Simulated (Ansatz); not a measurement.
**Ag2: ionisation energy by level of theory**

How much energy removes an electron from Ag2 at fixed geometry? The cation is run at each level and the neutral's energy taken from earlier runs.

Computed with Ansatz 0.2.0, Gaussian basis. Level: unrestricted cation, the program's frozen cores in correlated methods.

Plan: UKS PBE-D4/def2-TZVPP; UKS r2SCAN-D4/def2-TZVPP; UKS PBE0-D4/def2-TZVPP; UKS B3LYP-D4/def2-TZVPP; UKS wB97X-V/def2-TZVPP; UKS wB97M-V/def2-TZVPP; UKS B2PLYP/def2-TZVPP; UHF-CCSD(T)/def2-TZVPP; UHF-CCSD(T)/def2-QZVPP; extrapolation to the limit; then −ε(HOMO) from the neutral's earlier runs with LDA (SPW92), PBE-D4, revPBE-D4, BLYP-D4, r2SCAN-D4, B97M-V, PBE0-D4, B3LYP-D4, r2SCANh-D4, r2SCAN0-D4, HSE06-D4, BHLYP-D4, CAM-B3LYP-D4, LC-ωPBE, ωB97X-V, ωB97M-V.

### Step 1. The relaxed structure

An earlier PBE0-D4 in a triple-zeta def2 set relaxation fixed the geometry. Ag takes the def2 core potential; no spin-orbit term is included.

SMILES `[Ag][Ag]`, 2 atoms, charge 0, spin multiplicity 1.

Atoms are counted from 1 here; the program's logs count them from 0.

Bond lengths: Ag1–Ag2 2.576 Å.

### Step 2. Cation, UKS PBE-D4/def2-TZVPP

Input file in.yaml:

```yaml
crystal:
  periodic: [false, false, false]
  atoms:
    - {symbol: Ag, position_ang: [-1.095639, 0.386398, -0.556414]}
    - {symbol: Ag, position_ang: [1.095639, -0.386398, 0.556414]}
basis:
  gaussian: {orbitals: def2-TZVPP}
total_charge: 1
magnetization: {spin_polarized: true, initial_magnetization: 1}
hamiltonian: {xc: pbe, dispersion: d4}
```

Run with:

```
$ ansatz run in.yaml --threads 2 --pin off --events-out ev --progress --plain --max-ram 32768MiB --backend cpu
```

Further steps of the session: Cation, UKS r2SCAN-D4/def2-TZVPP; Cation, UKS PBE0-D4/def2-TZVPP; Cation, UKS B3LYP-D4/def2-TZVPP; Cation, UKS wB97X-V/def2-TZVPP; Cation, UKS wB97M-V/def2-TZVPP; Cation, UKS B2PLYP (frozen core)/def2-TZVPP; Cation, UHF-CCSD(T)/def2-TZVPP; Cation, UHF-CCSD(T)/def2-QZVPP.

Q: Predict the results of all the runs planned. Wanted: ionisation energy, CCSD(T)/CBS; nearest functional by difference; nearest −ε(HOMO); −ε(HOMO) of PBE; T1 of the cation.

As calculated:

```
                        quantity                 value
  ionisation energy, CCSD(T)/CBS               7.81 eV
nearest functional by difference  r2SCAN-D4 (-0.01 eV)
                nearest −ε(HOMO)    LC-ωPBE (-0.40 eV)
                 −ε(HOMO) of PBE               5.22 eV
                T1 of the cation                 0.011
```

In words: By cation minus neutral, the functionals miss by 0.47 eV at most. The PBE orbital energy is 2.6 eV too small: a semilocal HOMO is no ionisation energy. Among orbital estimates LC-ωPBE comes nearest. Hartree-Fock falls 2.01 eV short, as the neutral has more correlation energy than the cation. Correlated methods include outer-core shells of Ag, which these sets cover unevenly.
